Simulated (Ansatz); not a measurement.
Runs of Ansatz 0.2.0 on AlCo4. Symmetry: R-3m, No. 166, trigonal system. The conventional cell has a = 2.579 Å, b = 2.579 Å, c = 29.923 Å, α = 90.00°, β = 90.00°, γ = 120.00°. Around Co (site symmetry 3m) lie 9 Co at 2.45 to 2.58 Å and 3 Al at 2.52 Å. Around Co (site symmetry 3m) lie 12 Co at 2.45 to 2.58 Å. Al (site symmetry -3m) has 6 Co at 2.52 Å and 6 Al at 2.58 Å as nearest neighbours. The cell comes from a database or a generator and needn't be the stable form of this composition.

```csv
task,level,spin,cell,k mesh,cutoff (eV),gap on the mesh (eV),pressure (GPa),moment (μB),relaxed volume (Å³/atom),largest force (eV/Å)
single point,PBEsol,off,as given,12 × 12 × 12,420,none,(a),-,-,0.24
single point,PBEsol,"non-collinear, random start",as given,9 × 9 × 9,420,none,(b),5.90,-,0.19
single point,PBEsol,"collinear, ferrimagnetic start",as given,12 × 12 × 12,420,none,-7.8,5.93,-,0.19
relaxation of cell and atoms,PBE,"collinear, ferromagnetic start",relaxed,12 × 12 × 12,420,none,0.0,6.03,11.51,-
relaxation of cell and atoms,r2SCAN,"collinear, ferromagnetic start",relaxed,12 × 12 × 12,500,none,0.0,6.91,(c),0.01
```

Alike in all rows: potentials or basis Ansatz PAW; smearing fermi-dirac 0.05 eV.

Fill in the values left out.

(a) -16.0; (b) -7.7; (c) 11.44.

Caveats: the PAW data sets come from PBE, with cores solved anew for the run's functional, which leaves a small shift of forces and pressure (some runs); the starting moments weren't kept (some runs); the plane-wave basis is chosen anew once the cell has moved, so the energies of steps on either side of that aren't comparable (some runs); the magnetic or orbital state may not be the lowest (some runs).

A gap of «none» marks a metal or a gap under the smearing width.
